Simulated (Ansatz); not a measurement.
Born–Oppenheimer molecular dynamics of a periodic cell of 18 atoms, NaCrH8N2F6 (host NaCrH8N2F6, host structure Fm-3m). It goes on from the last frame of an earlier run, with new velocities.

Theory: DFT LDA, scalar-relativistic, plane waves, PAW in Ansatz. Settings: cutoff 420 eV, k mesh 2x2x2, fermi-dirac smearing 0.05 eV, spin collinear.

* ensemble: NVE (velocity Verlet)
* time step: 0.5 fs
* steps asked: 280
* starting velocities drawn for: 1120 K
* seed: 511613

Frames 0.5 fs apart, positions in Å, forces in eV/Å.

Velocities at 60.0 fs (Å/ps):

```
Na -0.44 8.27 -1.70
Cr 3.95 0.53 2.52
H -48.57 22.40 3.73
H 26.83 11.22 7.99
H -40.23 12.64 -29.92
H -45.72 32.41 15.64
H 0.19 -11.91 6.20
H 21.22 -42.78 21.98
H -4.10 27.65 -35.56
H -8.53 -5.42 42.36
N -1.32 -15.05 -0.50
N -8.08 10.36 -4.65
F -1.75 2.63 -8.24
F 3.21 -5.02 5.53
F -10.87 9.31 9.70
F 10.40 1.12 -4.04
F -4.53 -4.75 -2.26
F 5.42 -13.74 -3.46
```

```xyz
18
Lattice="0.0000 4.3613 4.3613 4.3613 0.0000 4.3613 4.3613 4.3613 0.0000" Properties=species:S:1:pos:R:3:forces:R:3 time_fs=60.0 energy_less_start_eV=0.301 T=983
Na 4.327 4.109 4.317 -0.23 0.46 0.10
Cr 0.004 -0.025 -0.073 0.50 0.10 1.75
H 2.589 1.378 1.494 -0.24 0.10 -0.66
H 3.194 1.894 3.019 2.17 -0.02 0.93
H 2.321 3.068 2.150 0.83 -0.53 -0.78
H 1.708 1.752 2.877 0.42 -0.04 -1.00
H 7.132 6.548 6.537 0.69 -0.08 0.32
H 5.883 7.103 7.635 0.67 -1.21 -2.13
H 5.702 5.574 6.584 0.34 1.32 1.17
H 5.745 6.984 5.819 -0.66 0.98 -0.06
N 2.544 2.054 2.277 -3.81 0.82 1.17
N 6.128 6.593 6.697 -0.41 -1.07 0.56
F 4.526 6.797 4.599 0.10 -0.02 -0.92
F 6.904 4.484 3.946 -1.06 -0.95 0.30
F 4.579 4.523 6.843 0.63 -0.73 -1.90
F 4.159 4.379 1.725 -0.68 0.12 1.64
F 4.250 1.848 4.272 0.10 1.17 0.17
F 1.852 4.600 4.787 0.64 -0.42 -0.68
18
Lattice="0.0000 4.3613 4.3613 4.3613 0.0000 4.3613 4.3613 4.3613 0.0000" Properties=species:S:1:pos:R:3:forces:R:3 time_fs=60.5 energy_less_start_eV=0.312 T=978
Na 4.327 4.113 4.316 -0.23 0.45 0.09
Cr 0.006 -0.025 -0.072 0.49 0.03 1.70
H 2.564 1.390 1.496 -0.15 -0.34 -0.99
H 3.210 1.900 3.024 1.72 0.01 0.53
H 2.301 3.074 2.134 1.04 -1.09 -0.63
H 1.686 1.768 2.883 0.85 -0.05 -1.13
H 7.133 6.542 6.541 0.49 -0.04 0.26
H 5.895 7.080 7.643 0.52 -1.03 -2.01
H 5.701 5.589 6.567 0.29 1.08 1.24
H 5.740 6.982 5.840 -0.91 1.45 -0.76
N 2.543 2.047 2.276 -4.07 1.80 1.92
N 6.124 6.598 6.694 0.23 -1.49 1.14
F 4.525 6.798 4.594 0.10 -0.06 -0.92
F 6.905 4.481 3.949 -1.07 -0.97 0.33
F 4.573 4.527 6.848 0.65 -0.74 -1.98
F 4.164 4.379 1.723 -0.69 0.12 1.73
F 4.247 1.846 4.271 0.12 1.25 0.17
F 1.855 4.593 4.785 0.62 -0.38 -0.70
18
Lattice="0.0000 4.3613 4.3613 4.3613 0.0000 4.3613 4.3613 4.3613 0.0000" Properties=species:S:1:pos:R:3:forces:R:3 time_fs=61.0 energy_less_start_eV=0.339 T=966
Na 4.327 4.117 4.316 -0.23 0.45 0.09
Cr 0.008 -0.025 -0.070 0.46 -0.04 1.64
H 2.539 1.400 1.494 -0.08 -0.71 -1.25
H 3.230 1.906 3.031 1.18 0.04 0.06
H 2.285 3.077 2.116 1.20 -1.49 -0.47
H 1.665 1.784 2.887 1.20 -0.08 -1.20
H 7.135 6.536 6.545 0.25 0.00 0.19
H 5.907 7.055 7.647 0.34 -0.80 -1.77
H 5.700 5.607 6.554 0.21 0.77 1.27
H 5.732 6.984 5.859 -1.15 1.88 -1.42
N 2.541 2.040 2.277 -4.11 2.58 2.61
N 6.120 6.603 6.692 0.96 -1.87 1.59
F 4.524 6.799 4.590 0.10 -0.10 -0.91
F 6.907 4.478 3.952 -1.06 -0.99 0.36
F 4.568 4.532 6.853 0.68 -0.75 -2.05
F 4.169 4.380 1.721 -0.69 0.13 1.81
F 4.245 1.844 4.269 0.13 1.32 0.17
F 1.858 4.586 4.783 0.61 -0.35 -0.71
18
Lattice="0.0000 4.3613 4.3613 4.3613 0.0000 4.3613 4.3613 4.3613 0.0000" Properties=species:S:1:pos:R:3:forces:R:3 time_fs=61.5 energy_less_start_eV=0.368 T=953
Na 4.327 4.121 4.315 -0.22 0.44 0.08
Cr 0.010 -0.025 -0.069 0.42 -0.10 1.56
H 2.514 1.409 1.490 -0.01 -0.97 -1.38
H 3.253 1.911 3.037 0.63 0.05 -0.39
H 2.271 3.077 2.098 1.33 -1.73 -0.33
H 1.648 1.800 2.888 1.45 -0.14 -1.20
H 7.137 6.530 6.550 -0.01 0.05 0.11
H 5.921 7.028 7.646 0.14 -0.51 -1.38
H 5.699 5.627 6.544 0.10 0.38 1.26
H 5.722 6.991 5.875 -1.30 2.21 -1.87
N 2.539 2.033 2.277 -3.99 3.13 3.08
N 6.116 6.608 6.690 1.66 -2.14 1.76
F 4.523 6.801 4.586 0.10 -0.13 -0.89
F 6.908 4.476 3.955 -1.05 -1.00 0.38
F 4.563 4.536 6.857 0.69 -0.76 -2.11
F 4.174 4.380 1.720 -0.69 0.14 1.89
F 4.243 1.842 4.268 0.13 1.39 0.15
F 1.861 4.579 4.781 0.60 -0.31 -0.72
18
Lattice="0.0000 4.3613 4.3613 4.3613 0.0000 4.3613 4.3613 4.3613 0.0000" Properties=species:S:1:pos:R:3:forces:R:3 time_fs=62.0 energy_less_start_eV=0.382 T=947
Na 4.326 4.126 4.314 -0.20 0.44 0.08
Cr 0.012 -0.025 -0.068 0.36 -0.16 1.46
H 2.489 1.415 1.482 0.05 -1.08 -1.32
H 3.278 1.917 3.043 0.11 0.04 -0.77
H 2.260 3.072 2.079 1.42 -1.83 -0.19
H 1.634 1.816 2.886 1.61 -0.21 -1.14
H 7.140 6.524 6.554 -0.25 0.10 0.02
H 5.935 6.999 7.642 -0.06 -0.18 -0.84
H 5.699 5.648 6.536 -0.03 -0.07 1.19
H 5.709 7.002 5.886 -1.32 2.37 -2.02
N 2.536 2.027 2.278 -3.77 3.42 3.26
N 6.112 6.612 6.689 2.25 -2.23 1.52
F 4.523 6.802 4.581 0.11 -0.16 -0.87
F 6.909 4.473 3.958 -1.03 -1.01 0.41
F 4.558 4.540 6.861 0.71 -0.77 -2.15
F 4.179 4.381 1.719 -0.69 0.14 1.96
F 4.241 1.840 4.267 0.14 1.45 0.13
F 1.863 4.572 4.779 0.60 -0.27 -0.72
18
Lattice="0.0000 4.3613 4.3613 4.3613 0.0000 4.3613 4.3613 4.3613 0.0000" Properties=species:S:1:pos:R:3:forces:R:3 time_fs=62.5 energy_less_start_eV=0.376 T=949
Na 4.326 4.130 4.313 -0.18 0.43 0.08
Cr 0.014 -0.024 -0.066 0.28 -0.21 1.35
H 2.464 1.419 1.472 0.12 -1.05 -1.08
H 3.303 1.923 3.046 -0.34 0.01 -1.06
H 2.253 3.063 2.059 1.47 -1.81 -0.07
H 1.624 1.831 2.882 1.68 -0.30 -1.02
H 7.142 6.518 6.559 -0.44 0.16 -0.09
H 5.948 6.970 7.636 -0.27 0.17 -0.18
H 5.699 5.668 6.532 -0.19 -0.56 1.07
H 5.693 7.020 5.893 -1.16 2.31 -1.81
N 2.532 2.021 2.280 -3.49 3.46 3.10
N 6.109 6.616 6.688 2.65 -2.09 0.86
F 4.522 6.803 4.577 0.12 -0.17 -0.84
F 6.910 4.470 3.961 -1.00 -1.01 0.43
F 4.553 4.545 6.864 0.72 -0.78 -2.18
F 4.184 4.382 1.718 -0.68 0.15 2.04
F 4.238 1.839 4.266 0.14 1.51 0.10
F 1.867 4.565 4.777 0.60 -0.23 -0.72
18
Lattice="0.0000 4.3613 4.3613 4.3613 0.0000 4.3613 4.3613 4.3613 0.0000" Properties=species:S:1:pos:R:3:forces:R:3 time_fs=63.0 energy_less_start_eV=0.358 T=957
Na 4.326 4.135 4.312 -0.16 0.42 0.08
Cr 0.016 -0.024 -0.064 0.19 -0.25 1.23
H 2.439 1.421 1.458 0.21 -0.93 -0.69
H 3.326 1.929 3.048 -0.72 -0.04 -1.25
H 2.250 3.050 2.039 1.48 -1.65 0.02
H 1.618 1.845 2.875 1.63 -0.39 -0.83
H 7.143 6.513 6.564 -0.58 0.22 -0.20
H 5.961 6.942 7.630 -0.46 0.51 0.56
H 5.698 5.688 6.530 -0.37 -1.05 0.91
H 5.674 7.043 5.895 -0.85 2.05 -1.32
N 2.527 2.016 2.282 -3.15 3.30 2.67
N 6.106 6.619 6.686 2.83 -1.74 -0.10
F 4.521 6.804 4.572 0.12 -0.18 -0.80
F 6.911 4.466 3.964 -0.97 -1.02 0.45
F 4.548 4.549 6.868 0.73 -0.78 -2.20
F 4.189 4.382 1.717 -0.67 0.14 2.10
F 4.236 1.837 4.265 0.15 1.57 0.08
F 1.870 4.558 4.775 0.61 -0.18 -0.71
18
Lattice="0.0000 4.3613 4.3613 4.3613 0.0000 4.3613 4.3613 4.3613 0.0000" Properties=species:S:1:pos:R:3:forces:R:3 time_fs=63.5 energy_less_start_eV=0.345 T=963
Na 4.325 4.139 4.311 -0.14 0.42 0.08
Cr 0.018 -0.024 -0.063 0.08 -0.27 1.10
H 2.415 1.420 1.443 0.32 -0.75 -0.22
H 3.349 1.935 3.046 -1.03 -0.09 -1.35
H 2.249 3.032 2.019 1.45 -1.38 0.09
H 1.616 1.859 2.866 1.47 -0.49 -0.58
H 7.143 6.508 6.568 -0.65 0.26 -0.31
H 5.973 6.915 7.625 -0.60 0.80 1.26
H 5.697 5.704 6.530 -0.55 -1.49 0.73
H 5.653 7.071 5.894 -0.44 1.64 -0.67
N 2.523 2.012 2.285 -2.76 2.97 2.03
N 6.104 6.622 6.685 2.80 -1.23 -1.16
F 4.520 6.806 4.567 0.13 -0.19 -0.76
F 6.912 4.463 3.967 -0.93 -1.02 0.47
F 4.543 4.553 6.871 0.74 -0.79 -2.21
F 4.193 4.383 1.717 -0.66 0.14 2.16
F 4.234 1.836 4.264 0.16 1.61 0.05
F 1.873 4.551 4.773 0.61 -0.14 -0.70
18
Lattice="0.0000 4.3613 4.3613 4.3613 0.0000 4.3613 4.3613 4.3613 0.0000" Properties=species:S:1:pos:R:3:forces:R:3 time_fs=64.0 energy_less_start_eV=0.345 T=963
Na 4.325 4.143 4.311 -0.12 0.41 0.09
Cr 0.020 -0.024 -0.061 -0.03 -0.28 0.95
H 2.392 1.417 1.428 0.45 -0.56 0.28
H 3.368 1.940 3.041 -1.28 -0.15 -1.40
H 2.253 3.012 1.999 1.39 -1.00 0.11
H 1.617 1.871 2.855 1.20 -0.59 -0.27
H 7.141 6.503 6.572 -0.66 0.30 -0.41
H 5.984 6.889 7.623 -0.70 1.00 1.79
H 5.694 5.717 6.532 -0.69 -1.81 0.53
H 5.631 7.102 5.892 -0.01 1.14 0.00
N 2.517 2.008 2.288 -2.28 2.53 1.27
N 6.102 6.625 6.684 2.60 -0.67 -2.08
F 4.519 6.807 4.562 0.14 -0.19 -0.71
F 6.912 4.460 3.970 -0.89 -1.01 0.49
F 4.538 4.557 6.874 0.75 -0.79 -2.22
F 4.198 4.384 1.716 -0.64 0.13 2.22
F 4.232 1.835 4.263 0.17 1.65 0.03
F 1.876 4.543 4.770 0.62 -0.09 -0.69
18
Lattice="0.0000 4.3613 4.3613 4.3613 0.0000 4.3613 4.3613 4.3613 0.0000" Properties=species:S:1:pos:R:3:forces:R:3 time_fs=64.5 energy_less_start_eV=0.360 T=956
Na 4.324 4.148 4.310 -0.10 0.40 0.09
Cr 0.022 -0.023 -0.059 -0.14 -0.27 0.81
H 2.369 1.413 1.413 0.57 -0.41 0.73
H 3.385 1.946 3.033 -1.48 -0.21 -1.40
H 2.259 2.989 1.980 1.29 -0.52 0.09
H 1.621 1.882 2.844 0.80 -0.69 0.11
H 7.137 6.500 6.574 -0.60 0.33 -0.51
H 5.993 6.867 7.625 -0.74 1.10 2.04
H 5.689 5.726 6.535 -0.78 -1.96 0.35
H 5.608 7.137 5.889 0.41 0.62 0.60
N 2.511 2.005 2.291 -1.71 2.01 0.48
N 6.101 6.628 6.682 2.24 -0.15 -2.65
F 4.519 6.808 4.557 0.14 -0.18 -0.67
F 6.913 4.456 3.973 -0.85 -1.01 0.51
F 4.533 4.561 6.876 0.76 -0.79 -2.22
F 4.202 4.384 1.716 -0.62 0.11 2.27
F 4.230 1.834 4.262 0.20 1.68 0.02
F 1.879 4.536 4.768 0.63 -0.04 -0.67
18
Lattice="0.0000 4.3613 4.3613 4.3613 0.0000 4.3613 4.3613 4.3613 0.0000" Properties=species:S:1:pos:R:3:forces:R:3 time_fs=65.0 energy_less_start_eV=0.386 T=945
Na 4.324 4.152 4.309 -0.09 0.39 0.09
Cr 0.024 -0.023 -0.057 -0.26 -0.25 0.66
H 2.348 1.408 1.400 0.69 -0.31 1.12
H 3.398 1.950 3.021 -1.63 -0.28 -1.36
H 2.269 2.965 1.961 1.16 0.05 0.02
H 1.627 1.891 2.833 0.28 -0.77 0.54
H 7.132 6.497 6.575 -0.47 0.35 -0.61
H 6.000 6.846 7.632 -0.72 1.09 1.95
H 5.683 5.730 6.540 -0.79 -1.91 0.20
H 5.587 7.173 5.888 0.77 0.13 1.08
N 2.506 2.001 2.295 -1.03 1.44 -0.29
N 6.100 6.631 6.680 1.75 0.24 -2.79
F 4.518 6.809 4.552 0.13 -0.17 -0.63
F 6.913 4.452 3.976 -0.82 -1.00 0.53
F 4.529 4.564 6.878 0.77 -0.80 -2.21
F 4.207 4.385 1.717 -0.60 0.09 2.31
F 4.228 1.833 4.261 0.22 1.69 0.03
F 1.883 4.529 4.765 0.63 0.01 -0.65
18
Lattice="0.0000 4.3613 4.3613 4.3613 0.0000 4.3613 4.3613 4.3613 0.0000" Properties=species:S:1:pos:R:3:forces:R:3 time_fs=65.5 energy_less_start_eV=0.420 T=929
Na 4.324 4.157 4.309 -0.07 0.38 0.10
Cr 0.026 -0.023 -0.055 -0.36 -0.23 0.52
H 2.329 1.403 1.389 0.79 -0.25 1.42
H 3.407 1.954 3.006 -1.74 -0.34 -1.30
H 2.282 2.941 1.942 1.02 0.64 -0.09
H 1.634 1.898 2.824 -0.30 -0.82 0.99
H 7.126 6.495 6.575 -0.30 0.36 -0.69
H 6.005 6.829 7.644 -0.66 1.02 1.53
H 5.674 5.730 6.544 -0.71 -1.67 0.09
H 5.568 7.209 5.890 1.07 -0.30 1.43
N 2.499 1.998 2.298 -0.30 0.86 -0.99
N 6.099 6.633 6.678 1.15 0.47 -2.52
F 4.517 6.810 4.547 0.12 -0.17 -0.60
F 6.913 4.448 3.980 -0.78 -0.99 0.54
F 4.524 4.568 6.880 0.78 -0.80 -2.21
F 4.211 4.386 1.718 -0.58 0.06 2.35
F 4.226 1.833 4.260 0.26 1.70 0.04
F 1.887 4.522 4.763 0.63 0.06 -0.62
```

Of the whole run (140 fs, mean temperature of the second half 1004 K): The conserved energy stayed within 0.29 meV per atom of its start (net change 0.13 meV per atom), so the integration is sound. A run of 0.14 ps of so small a system gives no equilibrium averages. No Hubbard correction was used and the magnetic state wasn't searched. Limits of this set-up: coarse k mesh.

Time of the run: 22 min on 1 thread of AMD EPYC 7B13 (Zen 3) (shared host), peak memory 0.57 GiB.
